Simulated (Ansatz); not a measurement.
**C₂F₄O: basis-set convergence**

The task here is to estimate one member of a computed series from the others.

Computed with Ansatz 0.2.0, Gaussian basis. Level: one geometry, several basis sets.

Plan: PBE0-D4/def2-SVP; ωB97M-V/def2-SVP; PBE0-D4/def2-QZVPP; ωB97M-V/def2-QZVPP; the functionals' def2-TZVPP values are taken from earlier runs.

### The geometry

An earlier PBE0-D4 in a triple-zeta def2 set relaxation fixed the geometry.

SMILES `O=C(F)C(F)(F)F`, 7 atoms, charge 0, spin multiplicity 1.

Atoms are counted from 1 here; the program's logs count them from 0.

Bond lengths: O1–C2 1.172 Å, C2–F3 1.326 Å, C2–C4 1.542 Å, C4–F5 1.330 Å, C4–F6 1.330 Å, C4–F7 1.318 Å. Angles: O1–C2–F3 124.0°, O1–C2–C4 126.4°, F3–C2–C4 109.5°, C2–C4–F5 109.8°, C2–C4–F6 109.8°, C2–C4–F7 110.2°, F5–C4–F6 108.7°, F5–C4–F7 109.1°, F6–C4–F7 109.1°.

Set-up of the first run:

in.yaml

```yaml
crystal:
  periodic: [false, false, false]
  atoms:
    - {symbol: O, position_ang: [1.064515, -1.394638, 0.698830]}
    - {symbol: C, position_ang: [0.090889, -0.797802, 0.435274]}
    - {symbol: F, position_ang: [-1.133672, -1.202290, 0.743061]}
    - {symbol: C, position_ang: [0.016717, 0.551853, -0.306547]}
    - {symbol: F, position_ang: [-0.698235, 0.415949, -1.419327]}
    - {symbol: F, position_ang: [-0.568649, 1.460376, 0.467953]}
    - {symbol: F, position_ang: [1.228435, 0.966552, -0.619244]}
basis:
  gaussian: {orbitals: def2-SVP}
hamiltonian: {xc: pbe0, dispersion: d4}
output: {orbitals: {seedname: orbitals}}
```

Run with:

```sh
$ ansatz run in.yaml --threads 4 --pin off --events-out ev --progress --plain --max-ram 10444MiB
```

Steps of the session up to this table: PBE0-D4 in def2-SVP; ωB97M-V in def2-SVP; PBE0-D4 in def2-QZVPP; ωB97M-V in def2-QZVPP.

One table of the session follows, with a row left open; its other results are not shown here.

It belongs to the step «Density functionals: the series». 

| functional | basis | HOMO (eV) |
| --- | --- | --- |
| PBE0-D4 | def2-SVP | -9.95 |
| PBE0-D4 | def2-TZVPP | -10.10 |
| PBE0-D4 | def2-QZVPP | -10.14 |
| ωB97M-V | def2-SVP | -12.35 |
| ωB97M-V | def2-TZVPP | ? |
| ωB97M-V | def2-QZVPP | -12.57 |

Q: Estimate the row for ωB97M-V, def2-TZVPP from the others.

The run gave: HOMO (eV): -12.53. In the column «HOMO (eV)» it lies between ωB97M-V, def2-QZVPP (-12.57) and ωB97M-V, def2-SVP (-12.35).
